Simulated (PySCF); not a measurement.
# C9H8: the cost of one run

Computed with PySCF 2.14.0 and routines of our own; the level stands in each step. Atoms count from 0.

## 1. The system as given

17 atoms, charge 0, multiplicity 1; geometry from: GFN2-xTB.

## 2. Optimising the geometry at PBE0-D3(BJ)/def2-SVP

The job: settings as JSON, then the geometry in Å.

```
{"job": {"xc": "PBE0", "basis": "def2-SVP", "d3": "d3bj", "grid": 2, "kind": "geom"}, "charge": 0, "multiplicity": 1}
C     -2.919632     0.539941     0.011540
C     -1.514339     0.044465     0.001956
C     -0.373945     0.772627     0.013559
C      0.751667    -0.143863    -0.001856
C      2.045047     0.174296     0.000378
C      3.129111     1.125186     0.011809
C      3.446591    -0.164880    -0.008840
C      0.185053    -1.480866    -0.023005
C     -1.158530    -1.359340    -0.021052
H     -2.944939     1.627250     0.030695
H     -3.450263     0.161444     0.885925
H     -3.451821     0.192519    -0.874694
H     -0.280347     1.842816     0.031176
H      3.443593     2.140533     0.026538
H      4.197393    -0.917329    -0.022340
H      0.766507    -2.383982    -0.037242
H     -1.878142    -2.158786    -0.034459
```

Command:

```bash
OMP_NUM_THREADS=1 python excited_run.py task.json out
```

One launch serves the whole session: the jobs run in the order shown.

**Question.** How long does this first job take on 1 thread of Arm Neoverse V1, shared host, and how much memory does it need?

About 61 s, with a peak of 0.77 GiB.
